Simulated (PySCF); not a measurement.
# C₄H₃BFO₄−: spin-spin couplings

Aim: predict the spin-spin couplings of C₄H₃BFO₄− (`C=C[B-]1(F)OC(=O)C(=O)O1`).

The runs use PySCF 2.14.0, with density-fitted response routines of our own; the level of theory stands in each step. All values are computed, except where a source is named. Atoms are numbered from 0 throughout.

## 1. The starting structure

13 atoms, charge -1, multiplicity 1; geometry from: GFN2-xTB.

Bonds of the start (Å): C0–C1 1.32, C1–B2 1.61, B2–F3 1.39, B2–O4 1.52, O4–C5 1.30, C5–O6 1.21, C5–C7 1.55, C7–O8 1.21, C7–O9 1.30, O9–B2 1.52, C0–H10 1.08, C0–H11 1.08, C1–H12 1.09.

## 2. Indirect couplings: B3LYP/pcJ-1

The job: settings as JSON, then the geometry in Å.

```
{"job": {"kind": "j", "xc": "B3LYP", "basis": "pcJ-1"}, "charge": -1, "multiplicity": 1}
C     -1.882533     0.253028    -0.842907
C     -1.550007    -0.432088     0.237815
B     -0.050204    -0.569195     0.812206
F      0.012181    -1.351409     1.963388
O      0.563942     0.785651     1.104694
C      1.598888     0.988615     0.341661
O      2.269656     1.997435     0.310319
C      1.817646    -0.272090    -0.525858
O      2.690064    -0.421718    -1.353494
O      0.897863    -1.142026    -0.222775
H     -1.138674     0.777749    -1.423157
H     -2.899368     0.329470    -1.206986
H     -2.333842    -0.942935     0.787364
```

Level: B3LYP/pcJ-1 indirect spin-spin coupling, non-relativistic, gas phase.

Run with:

```
> OMP_NUM_THREADS=1 python probes_run.py task.json out
```

The driver reads the jobs from task.json and runs them one after another.

What will the session give for the following? largest coupling of the table (B3LYP/pcJ-1). Wanted: largest coupling of the table.

**Answer**, as computed:

```
                                   quantity                     value
largest coupling of the table (B3LYP/pcJ-1)  ¹J(C,H) C0–H10, 159.3 Hz
```

What this shows: In the run at B3LYP/pcJ-1, the largest coupling of the table is C0–H10, 159.3 Hz, of which the Fermi-contact term gives 158.1 Hz. Couplings across rotatable bonds belong to this one conformer; where others are populated, the observed values are averages.
